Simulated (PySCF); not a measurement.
# SbCl₆−: NMR shieldings

What do calculations give for the NMR shieldings of SbCl₆− (`[Cl][Sb-]([Cl])([Cl])([Cl])([Cl])[Cl]`)?

Programs: PySCF 2.14.0, with routines of our own; each step states its level. All values are computed. Atoms count from 0.

### Step 1. The starting structure

7 atoms, charge -1, multiplicity 1; geometry from: GFN2-xTB.

### Step 2. NMR shieldings: PBE/pcSseg-1 Sb:us-x2c-TZVPall-2c, spin–orbit

Job settings and geometry (Å):

```
{"job": {"xc": "PBE", "basis": {"default": "pcSseg-1", "Sb": "us-x2c-TZVPall-2c"}, "rel": "so", "kind": "hnmr"}, "charge": -1, "multiplicity": 1}
Sb     0.000740    -0.003150     0.001110
Cl    -0.021660    -0.008780     2.420330
Cl     0.021320     0.013060    -2.418670
Cl     2.419430     0.009430     0.020560
Cl    -2.419590    -0.005060    -0.021780
Cl    -0.006910     2.416280     0.009640
Cl     0.006670    -2.421790    -0.011180
```

Method: PBE/pcSseg-1 Sb:us-x2c-TZVPall-2c GIAO NMR shielding, X2C with spin-orbit coupling, screened-nuclear two-electron part, Gaussian nuclei, gas phase.

Command:

```
> OMP_NUM_THREADS=1 python heavy_run.py task.json out
```

One launch serves the whole session: the jobs run in the order shown.

Output:

```text
spin-free SCF
coarse grid: 45928 points
cycle   1  E = -9248.0451913775  dE =  1.968e-01  |g| = 7.401e-01  |ddm| = 1.408e+01
cycle   2  E = -9247.7442458130  dE =  3.009e-01  |g| = 1.417e+00  |ddm| = 2.541e+00
cycle   3  E = -9248.1623784856  dE = -4.181e-01  |g| = 2.181e-01  |ddm| = 1.777e+00
cycle   4  E = -9248.1730953444  dE = -1.072e-02  |g| = 5.753e-02  |ddm| = 3.369e-01
cycle   5  E = -9248.1739448226  dE = -8.495e-04  |g| = 1.094e-02  |ddm| = 8.141e-02
cycle   6  E = -9248.1739680744  dE = -2.325e-05  |g| = 1.801e-03  |ddm| = 1.263e-02
cycle   7  E = -9248.1739685953  dE = -5.210e-07  |g| = 3.169e-04  |ddm| = 2.082e-03
final grid: 84520 points
cycle   8  E = -9248.1716675538  dE = -1.192e-06  |g| = 2.207e-03  |ddm| = 2.666e-03
cycle   9  E = -9248.1716668899  dE =  6.638e-07  |g| = 1.604e-03  |ddm| = 3.663e-03
cycle  10  E = -9248.1716668789  dE =  1.099e-08  |g| = 1.615e-03  |ddm| = 5.087e-03
cycle  11  E = -9248.1716677189  dE = -8.400e-07  |g| = 5.232e-05  |ddm| = 2.559e-03
cycle  12  E = -9248.1716677195  dE = -5.912e-10  |g| = 9.560e-06  |ddm| = 7.059e-05
converged SCF energy = -9248.1716677195
two-component SCF
cycle   1  E = -9247.4345278895  dE = -9.247e+03  |FDS-SDF| = 4.862e+01
cycle   2  E = -9249.1182569324  dE = -1.684e+00  |FDS-SDF| = 7.462e-02
cycle   3  E = -9249.1182522571  dE =  4.675e-06  |FDS-SDF| = 1.422e-02
cycle   4  E = -9249.1182215187  dE =  3.074e-05  |FDS-SDF| = 1.541e-02
cycle   5  E = -9249.1182637773  dE = -4.226e-05  |FDS-SDF| = 3.376e-03
cycle   6  E = -9249.1182668541  dE = -3.077e-06  |FDS-SDF| = 3.537e-04
cycle   7  E = -9249.1182668770  dE = -2.284e-08  |FDS-SDF| = 2.168e-05
converged, E = -9249.1182668770

Field gradients (au) and densities at the nuclei (bohr^-3)
atom        Vxx        Vyy        Vzz        centre      nuclear mean
  0 Sb    -0.0300    -0.0432     0.0732     190936.658     189498.841
  1 Cl    -1.4091    -1.4093     2.8184       2817.059       2817.007
  2 Cl    -1.4088    -1.4092     2.8181       2817.058       2817.007
  3 Cl    -1.4087    -1.4090     2.8177       2817.059       2817.007
  4 Cl    -1.4091    -1.4094     2.8185       2817.058       2817.007
  5 Cl    -1.4086    -1.4087     2.8174       2817.058       2817.006
  6 Cl    -1.4095    -1.4096     2.8191       2817.059       2817.008
without picture change
  0 Sb                           0.0777                    395220.990

Core orbital energies (eV)
atom   shell        mean    spread
  0 Sb 1s       -30243.904   0.000
  0 Sb 2s        -4601.155   0.000
  0 Sb 3s         -901.076   0.000
  0 Sb 4s         -147.282   0.000
  0 Sb 2p1/2     -4303.715   0.000
  0 Sb 2p3/2     -4053.460   0.003
  0 Sb 3p1/2      -779.722   0.000
  0 Sb 3p3/2      -733.419   0.060
  0 Sb 4p1/2      -106.300   0.000
  0 Sb 4p3/2       -97.727   0.006
  0 Sb 3d3/2      -519.290   0.000
  0 Sb 3d5/2      -509.826   0.003
  0 Sb 4d3/2       -32.944   0.000
  0 Sb 4d5/2       -31.713   0.068
  1 Cl 1s        -2744.769   0.000
  1 Cl 2s         -247.342   0.000
  1 Cl 3s          -16.373   0.000
  1 Cl 2p1/2      -187.513   0.000
  1 Cl 2p3/2      -185.863   0.154
  2 Cl 1s        -2744.759   0.000
  2 Cl 2s         -247.333   0.000
  2 Cl 3s          -16.363   0.000
  2 Cl 2p1/2      -187.504   0.000
  2 Cl 2p3/2      -185.854   0.154
  3 Cl 1s        -2744.768   0.000
  3 Cl 2s         -247.341   0.000
  3 Cl 3s          -16.373   0.000
  3 Cl 2p1/2      -187.513   0.000
  3 Cl 2p3/2      -185.863   0.154
  4 Cl 1s        -2744.760   0.000
  4 Cl 2s         -247.333   0.000
  4 Cl 3s          -16.362   0.000
  4 Cl 2p1/2      -187.504   0.000
  4 Cl 2p3/2      -185.854   0.154
  5 Cl 1s        -2744.753   0.000
  5 Cl 2s         -247.326   0.000
  5 Cl 3s          -16.359   0.000
  5 Cl 2p1/2      -187.497   0.000
  5 Cl 2p3/2      -185.847   0.154
  6 Cl 1s        -2744.779   0.000
  6 Cl 2s         -247.352   0.000
  6 Cl 3s          -16.383   0.000
  6 Cl 2p1/2      -187.523   0.000
  6 Cl 2p3/2      -185.873   0.154

Shielding tensors (ppm)
atom      isotropic    diamagn.    paramagn.     s11        s22        s33       span
  0 Sb     4181.15     4851.24     -670.09    4180.64    4181.32    4181.50       0.86
  1 Cl       16.23     1122.07    -1105.84    -455.64    -455.22     959.55    1415.19
  2 Cl       12.63     1122.08    -1109.45    -461.03    -460.37     959.29    1420.31
  3 Cl       16.43     1122.08    -1105.65    -455.27    -454.74     959.30    1414.57
  4 Cl       12.59     1122.08    -1109.48    -461.11    -460.62     959.52    1420.63
  5 Cl       10.14     1122.09    -1111.95    -464.28    -464.03     958.71    1422.99
  6 Cl       19.24     1122.07    -1102.82    -451.12    -450.89     959.74    1410.87
```

Run time: 3.2 min. Hardware: 1 thread of Intel Xeon Platinum 8259CL at 2.50GHz, shared host; peak memory 1.4 GiB.

In short:

```csv
quantity,value
energy from spin-orbit coupling,-0.9466 Eh
```

### Step 3. NMR shieldings: PBE/pcSseg-1 Sb:us-x2c-TZVPall-2c, spin-free

Job settings and geometry (Å):

```
{"job": {"xc": "PBE", "basis": {"default": "pcSseg-1", "Sb": "us-x2c-TZVPall-2c"}, "rel": "sf", "kind": "hnmr"}, "charge": -1, "multiplicity": 1}
Sb     0.000740    -0.003150     0.001110
Cl    -0.021660    -0.008780     2.420330
Cl     0.021320     0.013060    -2.418670
Cl     2.419430     0.009430     0.020560
Cl    -2.419590    -0.005060    -0.021780
Cl    -0.006910     2.416280     0.009640
Cl     0.006670    -2.421790    -0.011180
```

Method: PBE/pcSseg-1 Sb:us-x2c-TZVPall-2c GIAO NMR shielding, spin-free X2C, Gaussian nuclei, gas phase.

Output:

```text
spin-free SCF
coarse grid: 45928 points
cycle   1  E = -9248.0451913775  dE =  1.968e-01  |g| = 7.401e-01  |ddm| = 1.408e+01
cycle   2  E = -9247.7442458130  dE =  3.009e-01  |g| = 1.417e+00  |ddm| = 2.541e+00
cycle   3  E = -9248.1623784856  dE = -4.181e-01  |g| = 2.181e-01  |ddm| = 1.777e+00
cycle   4  E = -9248.1730953444  dE = -1.072e-02  |g| = 5.753e-02  |ddm| = 3.369e-01
cycle   5  E = -9248.1739448226  dE = -8.495e-04  |g| = 1.094e-02  |ddm| = 8.141e-02
cycle   6  E = -9248.1739680744  dE = -2.325e-05  |g| = 1.801e-03  |ddm| = 1.263e-02
cycle   7  E = -9248.1739685953  dE = -5.210e-07  |g| = 3.169e-04  |ddm| = 2.082e-03
final grid: 84520 points
cycle   8  E = -9248.1716675538  dE = -1.192e-06  |g| = 2.207e-03  |ddm| = 2.666e-03
cycle   9  E = -9248.1716668899  dE =  6.638e-07  |g| = 1.604e-03  |ddm| = 3.663e-03
cycle  10  E = -9248.1716668789  dE =  1.099e-08  |g| = 1.615e-03  |ddm| = 5.087e-03
cycle  11  E = -9248.1716677189  dE = -8.400e-07  |g| = 5.232e-05  |ddm| = 2.559e-03
cycle  12  E = -9248.1716677195  dE = -5.912e-10  |g| = 9.560e-06  |ddm| = 7.059e-05
converged SCF energy = -9248.1716677195
check of the scalar solution
cycle   1  E = -9248.1716677195  dE = -9.248e+03  |FDS-SDF| = 4.963e+00
cycle   2  E = -9248.1728702034  dE = -1.202e-03  |FDS-SDF| = 2.771e-03
cycle   3  E = -9248.1728702036  dE = -2.419e-10  |FDS-SDF| = 1.205e-04
cycle   4  E = -9248.1728702023  dE =  1.310e-09  |FDS-SDF| = 1.224e-04
cycle   5  E = -9248.1728702038  dE = -1.515e-09  |FDS-SDF| = 4.272e-05
converged, E = -9248.1728702038

Field gradients (au) and densities at the nuclei (bohr^-3)
atom        Vxx        Vyy        Vzz        centre      nuclear mean
  0 Sb    -0.0298    -0.0430     0.0728     190817.357     189379.540
  1 Cl    -1.4091    -1.4093     2.8184       2817.074       2817.022
  2 Cl    -1.4088    -1.4092     2.8180       2817.074       2817.022
  3 Cl    -1.4087    -1.4090     2.8177       2817.074       2817.022
  4 Cl    -1.4091    -1.4093     2.8184       2817.074       2817.022
  5 Cl    -1.4086    -1.4087     2.8173       2817.073       2817.022
  6 Cl    -1.4094    -1.4096     2.8190       2817.075       2817.023
without picture change
  0 Sb                           0.0774                    395235.655

Core orbital energies (eV)
atom   shell        mean    spread
  0 Sb 1s       -30245.643   0.000
  0 Sb 2s        -4601.489   0.000
  0 Sb 3s         -901.159   0.000
  0 Sb 4s         -147.308   0.000
  0 Sb 2p        -4133.778   0.005
  0 Sb 3p         -748.320   0.096
  0 Sb 4p         -100.489   0.009
  0 Sb 3d         -513.653   0.006
  0 Sb 4d          -32.221   0.113
  1 Cl 1s        -2744.768   0.000
  1 Cl 2s         -247.342   0.000
  1 Cl 3s          -16.374   0.000
  1 Cl 2p         -186.413   0.243
  2 Cl 1s        -2744.758   0.000
  2 Cl 2s         -247.332   0.000
  2 Cl 3s          -16.364   0.000
  2 Cl 2p         -186.403   0.243
  3 Cl 1s        -2744.768   0.000
  3 Cl 2s         -247.341   0.000
  3 Cl 3s          -16.374   0.000
  3 Cl 2p         -186.412   0.243
  4 Cl 1s        -2744.759   0.000
  4 Cl 2s         -247.333   0.000
  4 Cl 3s          -16.363   0.000
  4 Cl 2p         -186.403   0.243
  5 Cl 1s        -2744.752   0.000
  5 Cl 2s         -247.326   0.000
  5 Cl 3s          -16.359   0.000
  5 Cl 2p         -186.396   0.243
  6 Cl 1s        -2744.778   0.000
  6 Cl 2s         -247.352   0.000
  6 Cl 3s          -16.384   0.000
  6 Cl 2p         -186.422   0.243

Shielding tensors (ppm)
atom      isotropic    diamagn.    paramagn.     s11        s22        s33       span
  0 Sb     2338.29     5270.19    -2931.90    2338.19    2338.25    2338.42       0.22
  1 Cl       -1.79     1139.69    -1141.49    -490.86    -490.45     975.93    1466.79
  2 Cl       -5.52     1139.70    -1145.21    -496.49    -495.84     975.78    1472.27
  3 Cl       -1.58     1139.69    -1141.27    -490.48    -489.94     975.68    1466.16
  4 Cl       -5.56     1139.69    -1145.26    -496.59    -496.11     976.01    1472.60
  5 Cl       -8.09     1139.70    -1147.79    -499.90    -499.65     975.29    1475.19
  6 Cl        1.30     1139.69    -1138.38    -486.16    -485.92     975.99    1462.14
```

It took 51 s on 1 thread of Intel Xeon Platinum 8259CL at 2.50GHz, shared host; peak memory 1.1 GiB.

### Step 4. NMR shieldings: PBE/pcSseg-1 Sb:us-x2c-TZVPall-2c in water, spin–orbit

Job settings and geometry (Å):

```
{"job": {"xc": "PBE", "basis": {"default": "pcSseg-1", "Sb": "us-x2c-TZVPall-2c"}, "rel": "so", "solvent": "water", "kind": "hnmr"}, "charge": -1, "multiplicity": 1}
Sb     0.000740    -0.003150     0.001110
Cl    -0.021660    -0.008780     2.420330
Cl     0.021320     0.013060    -2.418670
Cl     2.419430     0.009430     0.020560
Cl    -2.419590    -0.005060    -0.021780
Cl    -0.006910     2.416280     0.009640
Cl     0.006670    -2.421790    -0.011180
```

With the program's defaults for keys left out, this is: PBE/pcSseg-1 Sb:us-x2c-TZVPall-2c GIAO NMR shielding, X2C with spin-orbit coupling, screened-nuclear two-electron part, Gaussian nuclei, IEF-PCM water.

Output:

```text
spin-free SCF
coarse grid: 45928 points
cycle   1  E = -9248.1091448583  dE =  1.333e-01  |g| = 7.499e-01  |ddm| = 1.408e+01
cycle   2  E = -9247.7996293364  dE =  3.095e-01  |g| = 1.429e+00  |ddm| = 2.617e+00
cycle   3  E = -9248.2361247589  dE = -4.365e-01  |g| = 1.785e-01  |ddm| = 1.798e+00
cycle   4  E = -9248.2427191061  dE = -6.594e-03  |g| = 5.048e-02  |ddm| = 2.750e-01
cycle   5  E = -9248.2433419692  dE = -6.229e-04  |g| = 7.734e-03  |ddm| = 7.076e-02
cycle   6  E = -9248.2433551518  dE = -1.318e-05  |g| = 1.685e-03  |ddm| = 9.900e-03
cycle   7  E = -9248.2433556995  dE = -5.477e-07  |g| = 1.564e-04  |ddm| = 1.889e-03
final grid: 84520 points
cycle   8  E = -9248.2410519917  dE = -1.306e-06  |g| = 2.108e-03  |ddm| = 2.171e-03
cycle   9  E = -9248.2410519232  dE =  6.855e-08  |g| = 5.711e-04  |ddm| = 1.261e-03
cycle  10  E = -9248.2410517512  dE =  1.719e-07  |g| = 9.554e-04  |ddm| = 2.232e-03
cycle  11  E = -9248.2410520173  dE = -2.660e-07  |g| = 5.201e-05  |ddm| = 1.417e-03
cycle  12  E = -9248.2410520179  dE = -5.966e-10  |g| = 6.403e-06  |ddm| = 6.801e-05
converged SCF energy = -9248.2410520179
two-component SCF
cycle   1  E = -9247.5039100685  dE = -9.248e+03  |FDS-SDF| = 4.862e+01
cycle   2  E = -9249.1876427544  dE = -1.684e+00  |FDS-SDF| = 7.462e-02
cycle   3  E = -9249.1876398638  dE =  2.891e-06  |FDS-SDF| = 1.391e-02
cycle   4  E = -9249.1876185905  dE =  2.127e-05  |FDS-SDF| = 1.379e-02
cycle   5  E = -9249.1876501945  dE = -3.160e-05  |FDS-SDF| = 2.968e-03
cycle   6  E = -9249.1876525709  dE = -2.376e-06  |FDS-SDF| = 3.054e-04
cycle   7  E = -9249.1876525902  dE = -1.935e-08  |FDS-SDF| = 1.581e-05
converged, E = -9249.1876525902

Field gradients (au) and densities at the nuclei (bohr^-3)
atom        Vxx        Vyy        Vzz        centre      nuclear mean
  0 Sb    -0.0302    -0.0431     0.0733     190936.668     189498.850
  1 Cl    -1.3920    -1.3923     2.7843       2817.072       2817.020
  2 Cl    -1.3909    -1.3913     2.7822       2817.071       2817.019
  3 Cl    -1.3916    -1.3919     2.7835       2817.072       2817.020
  4 Cl    -1.3912    -1.3915     2.7827       2817.071       2817.019
  5 Cl    -1.3901    -1.3902     2.7802       2817.070       2817.019
  6 Cl    -1.3934    -1.3934     2.7868       2817.073       2817.021
without picture change
  0 Sb                           0.0779                    395221.007

Core orbital energies (eV)
atom   shell        mean    spread
  0 Sb 1s       -30247.630   0.000
  0 Sb 2s        -4604.882   0.000
  0 Sb 3s         -904.804   0.000
  0 Sb 4s         -151.012   0.000
  0 Sb 5s          -19.548   0.000
  0 Sb 2p1/2     -4307.443   0.000
  0 Sb 2p3/2     -4057.188   0.003
  0 Sb 3p1/2      -783.450   0.000
  0 Sb 3p3/2      -737.147   0.060
  0 Sb 4p1/2      -110.030   0.000
  0 Sb 4p3/2      -101.457   0.006
  0 Sb 3d3/2      -523.018   0.000
  0 Sb 3d5/2      -513.554   0.003
  0 Sb 4d3/2       -36.676   0.000
  0 Sb 4d5/2       -35.446   0.065
  1 Cl 1s        -2748.538   0.000
  1 Cl 2s         -251.109   0.000
  1 Cl 3s          -19.985   0.000
  1 Cl 2p1/2      -191.280   0.000
  1 Cl 2p3/2      -189.631   0.152
  2 Cl 1s        -2748.530   0.000
  2 Cl 2s         -251.102   0.000
  2 Cl 3s          -19.978   0.000
  2 Cl 2p1/2      -191.273   0.000
  2 Cl 2p3/2      -189.623   0.152
  3 Cl 1s        -2748.537   0.000
  3 Cl 2s         -251.109   0.000
  3 Cl 3s          -19.986   0.000
  3 Cl 2p1/2      -191.280   0.000
  3 Cl 2p3/2      -189.630   0.152
  4 Cl 1s        -2748.531   0.000
  4 Cl 2s         -251.102   0.000
  4 Cl 3s          -19.977   0.000
  4 Cl 2p1/2      -191.273   0.000
  4 Cl 2p3/2      -189.624   0.152
  5 Cl 1s        -2748.525   0.000
  5 Cl 2s         -251.097   0.000
  5 Cl 3s          -19.975   0.000
  5 Cl 2p1/2      -191.268   0.000
  5 Cl 2p3/2      -189.618   0.152
  6 Cl 1s        -2748.546   0.000
  6 Cl 2s         -251.117   0.000
  6 Cl 3s          -19.992   0.000
  6 Cl 2p1/2      -191.288   0.000
  6 Cl 2p3/2      -189.639   0.152

Shielding tensors (ppm)
atom      isotropic    diamagn.    paramagn.     s11        s22        s33       span
  0 Sb     4142.70     4851.76     -709.06    4142.19    4142.87    4143.04       0.85
  1 Cl       31.24     1121.94    -1090.71    -432.67    -432.20     958.58    1391.25
  2 Cl       28.86     1121.95    -1093.09    -436.31    -435.58     958.46    1394.77
  3 Cl       31.51     1121.95    -1090.44    -432.21    -431.60     958.34    1390.55
  4 Cl       28.76     1121.95    -1093.19    -436.49    -435.92     958.69    1395.17
  5 Cl       27.19     1121.96    -1094.77    -438.33    -438.09     957.99    1396.32
  6 Cl       33.06     1121.94    -1088.87    -429.83    -429.60     958.63    1388.46
```

Run time: 2.2 min. Hardware: 1 thread of Intel Xeon Platinum 8259CL at 2.50GHz, shared host; peak memory 1.4 GiB.

Key values:

```csv
quantity,value
energy from spin-orbit coupling,-0.9466 Eh
```

### Step 5. NMR shieldings: PBE/pcSseg-1 Sb:us-x2c-TZVPall-2c in water, spin-free

Job settings and geometry (Å):

```
{"job": {"xc": "PBE", "basis": {"default": "pcSseg-1", "Sb": "us-x2c-TZVPall-2c"}, "rel": "sf", "solvent": "water", "kind": "hnmr"}, "charge": -1, "multiplicity": 1}
Sb     0.000740    -0.003150     0.001110
Cl    -0.021660    -0.008780     2.420330
Cl     0.021320     0.013060    -2.418670
Cl     2.419430     0.009430     0.020560
Cl    -2.419590    -0.005060    -0.021780
Cl    -0.006910     2.416280     0.009640
Cl     0.006670    -2.421790    -0.011180
```

Method: PBE/pcSseg-1 Sb:us-x2c-TZVPall-2c GIAO NMR shielding, spin-free X2C, Gaussian nuclei, IEF-PCM water.

Output:

```text
spin-free SCF
coarse grid: 45928 points
cycle   1  E = -9248.1091448583  dE =  1.333e-01  |g| = 7.499e-01  |ddm| = 1.408e+01
cycle   2  E = -9247.7996293364  dE =  3.095e-01  |g| = 1.429e+00  |ddm| = 2.617e+00
cycle   3  E = -9248.2361247589  dE = -4.365e-01  |g| = 1.785e-01  |ddm| = 1.798e+00
cycle   4  E = -9248.2427191061  dE = -6.594e-03  |g| = 5.048e-02  |ddm| = 2.750e-01
cycle   5  E = -9248.2433419692  dE = -6.229e-04  |g| = 7.734e-03  |ddm| = 7.076e-02
cycle   6  E = -9248.2433551518  dE = -1.318e-05  |g| = 1.685e-03  |ddm| = 9.900e-03
cycle   7  E = -9248.2433556995  dE = -5.477e-07  |g| = 1.564e-04  |ddm| = 1.889e-03
final grid: 84520 points
cycle   8  E = -9248.2410519917  dE = -1.306e-06  |g| = 2.108e-03  |ddm| = 2.171e-03
cycle   9  E = -9248.2410519232  dE =  6.855e-08  |g| = 5.711e-04  |ddm| = 1.261e-03
cycle  10  E = -9248.2410517512  dE =  1.719e-07  |g| = 9.554e-04  |ddm| = 2.232e-03
cycle  11  E = -9248.2410520173  dE = -2.660e-07  |g| = 5.201e-05  |ddm| = 1.417e-03
cycle  12  E = -9248.2410520179  dE = -5.966e-10  |g| = 6.403e-06  |ddm| = 6.801e-05
converged SCF energy = -9248.2410520179
check of the scalar solution
cycle   1  E = -9248.2410520178  dE = -9.248e+03  |FDS-SDF| = 4.964e+00
cycle   2  E = -9248.2422545559  dE = -1.203e-03  |FDS-SDF| = 2.771e-03
cycle   3  E = -9248.2422545560  dE = -1.528e-10  |FDS-SDF| = 1.278e-04
cycle   4  E = -9248.2422545544  dE =  1.664e-09  |FDS-SDF| = 1.385e-04
cycle   5  E = -9248.2422545563  dE = -1.977e-09  |FDS-SDF| = 4.150e-05
converged, E = -9248.2422545563

Field gradients (au) and densities at the nuclei (bohr^-3)
atom        Vxx        Vyy        Vzz        centre      nuclear mean
  0 Sb    -0.0301    -0.0429     0.0730     190817.367     189379.550
  1 Cl    -1.3920    -1.3922     2.7842       2817.087       2817.036
  2 Cl    -1.3908    -1.3912     2.7820       2817.086       2817.035
  3 Cl    -1.3915    -1.3919     2.7834       2817.087       2817.035
  4 Cl    -1.3911    -1.3915     2.7826       2817.086       2817.035
  5 Cl    -1.3900    -1.3901     2.7801       2817.085       2817.034
  6 Cl    -1.3933    -1.3934     2.7866       2817.088       2817.037
without picture change
  0 Sb                           0.0776                    395235.674

Core orbital energies (eV)
atom   shell        mean    spread
  0 Sb 1s       -30249.368   0.000
  0 Sb 2s        -4605.217   0.000
  0 Sb 3s         -904.887   0.000
  0 Sb 4s         -151.038   0.000
  0 Sb 5s          -19.552   0.000
  0 Sb 2p        -4137.505   0.005
  0 Sb 3p         -752.048   0.096
  0 Sb 4p         -104.219   0.009
  0 Sb 3d         -517.381   0.006
  0 Sb 4d          -35.952   0.107
  1 Cl 1s        -2748.537   0.000
  1 Cl 2s         -251.109   0.000
  1 Cl 3s          -19.985   0.000
  1 Cl 2p         -190.180   0.239
  2 Cl 1s        -2748.529   0.000
  2 Cl 2s         -251.101   0.000
  2 Cl 3s          -19.978   0.000
  2 Cl 2p         -190.172   0.239
  3 Cl 1s        -2748.536   0.000
  3 Cl 2s         -251.108   0.000
  3 Cl 3s          -19.986   0.000
  3 Cl 2p         -190.179   0.239
  4 Cl 1s        -2748.530   0.000
  4 Cl 2s         -251.102   0.000
  4 Cl 3s          -19.978   0.000
  4 Cl 2p         -190.173   0.239
  5 Cl 1s        -2748.524   0.000
  5 Cl 2s         -251.096   0.000
  5 Cl 3s          -19.976   0.000
  5 Cl 2p         -190.167   0.238
  6 Cl 1s        -2748.544   0.000
  6 Cl 2s         -251.117   0.000
  6 Cl 3s          -19.993   0.000
  6 Cl 2p         -190.187   0.239

Shielding tensors (ppm)
atom      isotropic    diamagn.    paramagn.     s11        s22        s33       span
  0 Sb     2339.48     5270.70    -2931.22    2339.37    2339.48    2339.59       0.22
  1 Cl       14.43     1139.56    -1125.13    -465.67    -465.21     974.17    1439.83
  2 Cl       12.00     1139.57    -1127.57    -469.43    -468.70     974.12    1443.55
  3 Cl       14.71     1139.56    -1124.85    -465.20    -464.59     973.93    1439.13
  4 Cl       11.89     1139.57    -1127.68    -469.62    -469.06     974.34    1443.96
  5 Cl       10.29     1139.58    -1129.29    -471.53    -471.29     973.69    1445.23
  6 Cl       16.30     1139.55    -1123.25    -462.73    -462.50     974.13    1436.86
```

It took 50 s on 1 thread of Intel Xeon Platinum 8259CL at 2.50GHz, shared host; peak memory 1.1 GiB.

[end of part 1 of 2]
